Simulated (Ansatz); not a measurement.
# NaP2: the cost of one run

Program: Ansatz 0.2.0. Level of theory: DFT PBE+D3(BJ), scalar-relativistic, plane waves, PAW. These are calculated values, not measurements.

**1. The structure to begin with**

Symmetry: R-3m, No. 166, trigonal system. The conventional cell has a = 4.019 Å, b = 4.019 Å, c = 17.181 Å, α = 90.00°, β = 90.00°, γ = 120.00°. Around Na (site symmetry -3m) lie 6 P at 2.85 Å. Around P (site symmetry 3m) lie 3 Na at 2.85 Å.

As a file:

```cif
data_structure
_symmetry_space_group_name_H-M 'R-3m:H'
_symmetry_Int_Tables_number 166
_cell_length_a 4.0185
_cell_length_b 4.0185
_cell_length_c 17.1809
_cell_angle_alpha 90.000
_cell_angle_beta 90.000
_cell_angle_gamma 120.000
_cell_volume 240.27
loop_
_atom_site_label
_atom_site_type_symbol
_atom_site_symmetry_multiplicity
_atom_site_Wyckoff_symbol
_atom_site_fract_x
_atom_site_fract_y
_atom_site_fract_z
_atom_site_occupancy
Na1 Na 3 a 0.00000 0.00000 0.00000 1
P1 P 6 c 0.00000 0.00000 0.76301 1
```

Recipe of the guess: close-packed anion layers stacked AB|C, with sites between them filled layer by layer (R-3m, No. 166). The dimensions are guesses.

**2. The guess as it stands, on a coarse mesh**

The input, input.yaml:

```yaml
crystal:
  lattice:
    - [2.00925, 1.16004103, 5.72697057]
    - [-2.00925, 1.16004103, 5.72697057]
    - [0.0, -2.32008206, 5.72697057]
  atoms:
    - { symbol: Na, position: [0.0, 0.0, 0.0] }
    - { symbol: P, position: [0.76300671, 0.76300671, 0.76300671] }
    - { symbol: P, position: [0.23699329, 0.23699329, 0.23699329] }
basis:
  ecutwfc: 420
kpoints:
  mp_grid: { grid: [6, 6, 6] }
hamiltonian:
  xc: pbe
  dispersion: d3bj
scf:
  occupations: { method: gaussian, width: 0.1 }
  lower_state_search: "off"
output:
  forces: true
  stress: true
  eigenvalues: true
```

On the command line:

```console
> ansatz run input.yaml --threads 1 --pin off --max-ram 2048MiB --backend cpu --events-out ev --progress --plain --runs-dir out
```

**Question.** How long does this run take on 1 thread of Arm Neoverse V2, shared host, and how much memory does it need?

About 1.7 s, with a peak of 0.32 GiB.
